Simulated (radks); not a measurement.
**Pm⁴⁺ in [Xe] 4f2.75 5f0.25: an all-electron calculation**

The task here is to estimate one member of a computed series from the others.

The numbers are computed with radks (a radial shooting solver on a logarithmic mesh, Libxc functionals) version 1 (scalar-relativistic Kohn-Sham, PBEsol, spin-unpolarised, spherical densities, finite nucleus), except any that are marked as measured or tabulated.

### The system

```
element            : promethium (Z = 61)
charge             : +4
electrons          : 57
configuration      : [Xe] 4f2.75 5f0.25
nuclear rms radius : 4.962 fm
```

Set-up of the first run:

Input:

```text
Z 61
configuration [Xe] 4f2.75 5f0.25
relativity scalar-relativistic
functional pbe_sol,pbe_sol
spin unpolarised
nucleus finite rms 4.962 fm
c 137.035999084
```

Started as:

```console
python run_ks.py task.json out
```

The same process makes all the runs of this session.

One table of the session follows, with a row left open; its other results are not shown here.

It belongs to the step «Orbitals and density». Sizes of the orbitals, from the radial functions (bohr):

```
level      <r>  outermost maximum (interpolated)  90 % within  nodes
   1s  0.02319                            0.0148       0.0419      0
   2s  0.09900                            0.0838        0.153      1
   2p  0.08713                            0.0676        0.142      0
   3s   0.2607                             0.239        0.382      2
   3p   0.2589                             0.234        0.388      1
   3d   0.2363                             0.192        0.369      0
   4s   0.5904                             0.551        0.847      3
   4p   0.6238                             0.575        0.906      2
   4d   0.6786                             0.599         1.02      1
   5s    1.361                              1.25         1.94      4
   5p        ?                                 ?            ?      ?
   4f   0.8593                             0.612         1.42      0
   5f    3.566                              3.15         5.28      1
```

Q: Estimate the row for 5p from the others.

**Answer.** <r>: 1.535; outermost maximum (interpolated): 1.39; 90 % within: 2.21; nodes: 3. In the column «<r>» it lies between 5s (1.361) and 5f (3.566).
